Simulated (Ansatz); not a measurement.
Write a Python script for Ansatz 0.2.0, Python API that makes a small convex hull of the Sc-Pt system. Use (first run): PBEsol, PAW, cutoff 550 eV, 14×14×14 k-points, cold smearing of 0.1 eV.

The script, `hull_scpt.py`:
```python
from collections import Counter
import logging
import sys
import warnings

import ansatz as az
from pymatgen.analysis.phase_diagram import PDEntry, PhaseDiagram
from pymatgen.core import Composition

logging.basicConfig(stream=sys.stdout, format="%(levelname)s:%(name)s:%(message)s")
logger = logging.getLogger("scpt")
logger.setLevel(logging.INFO)

PHASES = {
    "ScPt Pm-3m": (
        [[3.27, 0.0, 0.0], [0.0, 3.27, 0.0], [0.0, 0.0, 3.27]],
        [
            ("Sc", [0.5, 0.5, 0.5]),
            ("Pt", [0.0, 0.0, 0.0]),
        ],
    ),
    "ScPt3 Pm-3m": (
        [[3.958, 0.0, 0.0], [0.0, 3.958, 0.0], [0.0, 0.0, 3.958]],
        [
            ("Sc", [0.0, 0.0, 0.0]),
            ("Pt", [0.0, 0.5, 0.5]),
            ("Pt", [0.5, 0.0, 0.5]),
            ("Pt", [0.5, 0.5, 0.0]),
        ],
    ),
    "Sc": (
        [[3.309, 0.0, 0.0], [-1.6545, 2.86567806, 0.0], [0.0, 0.0, 5.2733]],
        [
            ("Sc", [1 / 3, 2 / 3, 0.25]),
            ("Sc", [2 / 3, 1 / 3, 0.75]),
        ],
    ),
    "Pt": (
        [[0.0, 1.9609, 1.9609], [1.9609, 0.0, 1.9609], [1.9609, 1.9609, 0.0]],
        [
            ("Pt", [0.0, 0.0, 0.0]),
        ],
    ),
}


def build(vectors, sites):
    crystal = az.Crystal(lattice=az.Lattice.of(vectors))
    for symbol, position in sites:
        crystal = crystal.atom(symbol, position)
    return crystal


def ground_state(name, crystal):
    calc = (
        crystal.calculation()
        .functional("pbesol")
        .basis(550)
        .kpoints(spacing=0.14)
        .occupations("cold", width=0.1)
    )
    calc = calc.relax(force_tolerance=0.01, max_steps=40, cell=True)
    return calc.run(threads=1, pin="off")


def counts(outcome):
    return Counter(site.symbol for site in outcome.lattice.sites)


def main() -> None:
    warnings.simplefilter("ignore", az.DeckWarning)

    phases = {name: build(*cell) for name, cell in PHASES.items()}

    done = {name: ground_state(name, crystal) for name, crystal in phases.items()}

    entries = [PDEntry(Composition(dict(counts(o))), o.report["energy_sigma0_ev"], name=name) for name, o in done.items()]
    diagram = PhaseDiagram(entries)
    rows = [(e.name, e.composition.get_atomic_fraction("Pt"), diagram.get_form_energy_per_atom(e), diagram.get_e_above_hull(e)) for e in entries]
    rows.sort(key=lambda row: row[1])
    logger.info("     phase       x(Pt)  E_form (eV/atom)  above hull (eV/atom)")
    for row in rows:
        logger.info(f"{str(row[0]):>10}  {row[1]:10.3f}  {row[2]:16.4f}  {row[3]:20.4f}")
    print("on the hull of these phases:", ", ".join(row[0] for row in rows if row[3] < 1e-6))


if __name__ == "__main__":
    main()
```

```console
$ python hull_scpt.py
INFO:scpt:     phase       x(Pt)  E_form (eV/atom)  above hull (eV/atom)
INFO:scpt:        Sc       0.000            0.0000                0.0000
INFO:scpt:ScPt Pm-3m       0.500           -1.2078                0.0000
INFO:scpt:ScPt3 Pm-3m       0.750           -1.0630                0.0000
INFO:scpt:        Pt       1.000            0.0000                0.0000
on the hull of these phases: Sc, ScPt Pm-3m, ScPt3 Pm-3m, Pt
```

Reading the output:
- Spin-orbit coupling, which matters for elements this heavy, is left out.
- The cells come from databases of deposited and of computed structures, and not all need be stable phases.
- Differences under 10 to 15 meV an atom lie within the error of mesh and functional, so such verdicts may flip; only the cells listed enter the hull.
- Finished in 110 s on 1 thread of Arm Neoverse V1, on a shared host, peak memory 0.67 GiB.
